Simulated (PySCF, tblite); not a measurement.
# C₇H₁₂NPSi: geometry, infrared bands and NMR shifts

What infrared bands and NMR shifts should C₇H₁₂NPSi (`C[Si](C)(C)c1ncccp1`) show?

Computed with tblite 0.8.0 and PySCF 2.14.0, with density-fitted response routines of our own, on a single molecule in the gas phase. Atoms count from 0, in the outputs and in this text.

**1. The molecule as given**

22 atoms, charge 0, multiplicity 1; geometry from: force field or distance geometry start.

Bonds of the start (Å): C0–Si1 1.87, Si1–C2 1.90, Si1–C3 1.88, Si1–C4 1.86, C4–N5 1.35, N5–C6 1.36, C6–C7 1.39, C7–C8 1.39, C8–P9 1.84, P9–C4 1.84, C0–H10 1.09, C0–H11 1.09, C0–H12 1.11, C2–H13 1.10, C2–H14 1.08, C2–H15 1.10, C3–H16 1.10, C3–H17 1.09, C3–H18 1.08, C6–H19 1.10, C7–H20 1.08, C8–H21 1.08.

**2. Geometry optimisation with GFN2-xTB**

What the job is given:

```
{"job": {"kind": "relax", "xc": "GFN2-xTB", "basis": "xTB"}, "charge": 0, "multiplicity": 1}
C     -1.570100     1.972600    -0.566000
Si    -1.183200     0.205100    -0.091700
C     -1.854700    -0.106400     1.653700
C     -2.050700    -0.965600    -1.276500
C      0.657100    -0.089300    -0.096600
N      1.246000    -0.460300     1.056600
C      2.585700    -0.693500     1.155300
C      3.557300    -0.608600     0.166000
C      3.254700    -0.257700    -1.140300
P      1.545400     0.149000    -1.694900
H     -1.072300     2.677900     0.097700
H     -1.269900     2.179000    -1.591100
H     -2.660700     2.156900    -0.484300
H     -2.940500     0.065200     1.664300
H     -1.674400    -1.123900     1.967600
H     -1.401100     0.575600     2.384700
H     -1.818200    -2.010000    -1.016000
H     -3.135400    -0.844500    -1.208100
H     -1.741400    -0.784900    -2.294800
H      2.898800    -0.983800     2.170300
H      4.580100    -0.833300     0.424100
H      4.037100    -0.200300    -1.884900
```

Run with:

```
$ OMP_NUM_THREADS=1 python probes_run.py task.json out
```

One launch serves the whole session: the jobs run in the order shown.

**Question.** This job is followed by: GFN2-xTB harmonic vibrations, gas phase; GIAO PBE0/pcSseg-1 NMR shielding, non-relativistic, gas phase. Predict these results of the whole session: strongest single infrared mode (GFN2-xTB); zero-point energy (GFN2-xTB); 13C shifts against TMS (PBE0/pcSseg-1, means over atoms taken as alike); 1H shifts against TMS (PBE0/pcSseg-1, means over atoms taken as alike); 29Si shifts against TMS (PBE0/pcSseg-1); 15N shifts against NH3 (PBE0/pcSseg-1); 31P shifts against H3PO4 (PBE0/pcSseg-1).

As calculated:

| quantity | value |
| --- | --- |
| strongest single infrared mode (GFN2-xTB) | 866 cm⁻¹, 230 km/mol |
| zero-point energy (GFN2-xTB) | 106.9 kcal/mol |
| 13C shifts against TMS (PBE0/pcSseg-1, means over atoms taken as alike) | 223.2, 175.4, 148.6, 125.0, 0.7 ppm |
| 1H shifts against TMS (PBE0/pcSseg-1, means over atoms taken as alike) | 9.77, 9.20, 7.48, 0.40 ppm |
| 29Si shifts against TMS (PBE0/pcSseg-1) | -0.4 ppm |
| 15N shifts against NH3 (PBE0/pcSseg-1) | 397.2 ppm |
| 31P shifts against H3PO4 (PBE0/pcSseg-1) | 257.9 ppm |

In words: Over 37 steps the energy fell by 0.407 eV; of the close pairs, C8–P9 changed most, 1.842 to 1.737 Å. All 60 modes are real, so the xTB geometry is a minimum. The strongest single mode, at 866 cm⁻¹, has its largest shares on H13, Si1, H17 and H12 (the list is cut at 4 atoms). GFN2-xTB is a fitted tight-binding method: band positions and strengths are rough. Its intensities can rank the bands wrongly. At PBE0/pcSseg-1: The largest span, 843 ppm, is at N5, where the paramagnetic term is -464 ppm. NICS(1)zz of -25 ppm above the planar ring from C4 marks a diatropic (aromatic) ring current.
